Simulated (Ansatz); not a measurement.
# HfZr3S8: the cost of one run

Method: DFT PBE, scalar-relativistic, plane waves, PAW, in Ansatz 0.2.0.

1 further run of the same task is left out (it didn't finish). Runs told in other sessions of the task aren't counted.

## (1) Starting point

It takes space group P2/m (No. 10, monoclinic). The conventional cell has a = 5.852 Å, b = 7.152 Å, c = 6.194 Å, α = 90.00°, β = 90.00°, γ = 90.00°. Around Zr (site symmetry 2) lie 6 S at 2.49 Å. Around Zr (site symmetry 2/m) lie 6 S at 2.49 Å. Hf (site symmetry 2/m) has 6 S at 2.49 Å in its first shell of neighbours. S (site symmetry m) has 1 Hf at 2.49 Å and 2 Zr at 2.49 Å in its first shell of neighbours. S (site symmetry 1) has 2 Zr at 2.49 Å and 1 Hf at 2.49 Å in its first shell of neighbours. Around S (site symmetry m) lie 3 Zr at 2.49 Å.

As a file:

```
Zr Hf S
1.0
     5.85227    0.00000    0.00000
     0.00000    7.15203    0.00000
     0.00000    0.00000    6.19384
Zr Hf S
3 1 8
Direct
  0.00000 0.75000 0.50000
  0.00000 0.50000 0.00000
  0.00000 0.25000 0.50000
  0.00000 0.00000 0.00000
  0.76209 0.00000 0.66667
  0.76209 0.75000 0.16667
  0.76209 0.50000 0.66667
  0.76209 0.25000 0.16667
  0.23791 0.25000 0.83333
  0.23791 0.00000 0.33333
  0.23791 0.75000 0.83333
  0.23791 0.50000 0.33333
```

The start is an ordering of an alloy on its end members' structure types: elements ordered on the sites of the ZrS2 type, Hf/Zr on Zr (P2/m, No. 10).

## (2) Probe: one point on a coarse mesh

File input.yaml:

```yaml
crystal:
  lattice:
    - [5.85227369, 0.0, 0.0]
    - [0.0, 7.15202956, 0.0]
    - [0.0, 0.0, 6.19383929]
  atoms:
    - { symbol: Zr, position: [0.0, 0.75, 0.5] }
    - { symbol: Zr, position: [0.0, 0.5, 0.0] }
    - { symbol: Zr, position: [0.0, 0.25, 0.5] }
    - { symbol: Hf, position: [0.0, 0.0, 0.0] }
    - { symbol: S, position: [0.76209003, 0.0, 0.66666667] }
    - { symbol: S, position: [0.76209003, 0.75, 0.16666667] }
    - { symbol: S, position: [0.76209003, 0.5, 0.66666667] }
    - { symbol: S, position: [0.76209003, 0.25, 0.16666667] }
    - { symbol: S, position: [0.23790997, 0.25, 0.83333333] }
    - { symbol: S, position: [0.23790997, 0.0, 0.33333333] }
    - { symbol: S, position: [0.23790997, 0.75, 0.83333333] }
    - { symbol: S, position: [0.23790997, 0.5, 0.33333333] }
basis:
  ecutwfc: 420
kpoints:
  mp_grid: { grid: [4, 4, 4] }
hamiltonian:
  xc: pbe
scf:
  occupations: { method: gaussian, width: 0.1 }
  lower_state_search: "off"
output:
  forces: true
  stress: true
  eigenvalues: true
```

The run is started by

```
$ ansatz run input.yaml --threads 4 --pin off --max-ram 8192MiB --backend cpu --events-out ev --progress --plain --runs-dir out
```

Q: Estimate wall time and peak memory on 4 threads of Intel Xeon at 2.50GHz (Skylake/Cascade Lake), shared host.

About 17 s, with a peak of 1 GiB.
